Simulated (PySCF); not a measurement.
# AlF2H4Sb: the cost of one run

Computed with PySCF 2.14.0 and routines of our own; the level stands in each step. Atoms count from 0.

## (1) The starting structure

8 atoms, charge 0, multiplicity 1; geometry from: GFN2-xTB.

## (2) Optimising the geometry at PBE0-D3(BJ)/def2-SVP

What the job is given:

```
{"job": {"xc": "PBE0", "basis": "def2-SVP", "d3": "d3bj", "grid": 1, "maxiter": 30, "shake": 0.01, "kind": "geom"}, "charge": 0, "multiplicity": 1}
F     -1.842650     1.610390    -0.199680
Al    -1.646080     0.001450    -0.019810
F     -1.881460    -1.034450    -1.296990
Sb     1.130410     0.051810    -0.122800
H     -1.810540    -0.567710     1.366880
H      1.705620    -0.533210     1.317290
H      2.195960     1.324760    -0.096580
H      2.203870    -0.872180    -1.000780
```

Started as:

```
$ OMP_NUM_THREADS=1 python heavy_run.py task.json out
```

One launch serves the whole session: the jobs run in the order shown.

Q: Estimate the wall time and peak memory of this first job on 1 thread of AMD EPYC 9R14, shared host.

About 23 s, with a peak of 0.38 GiB.
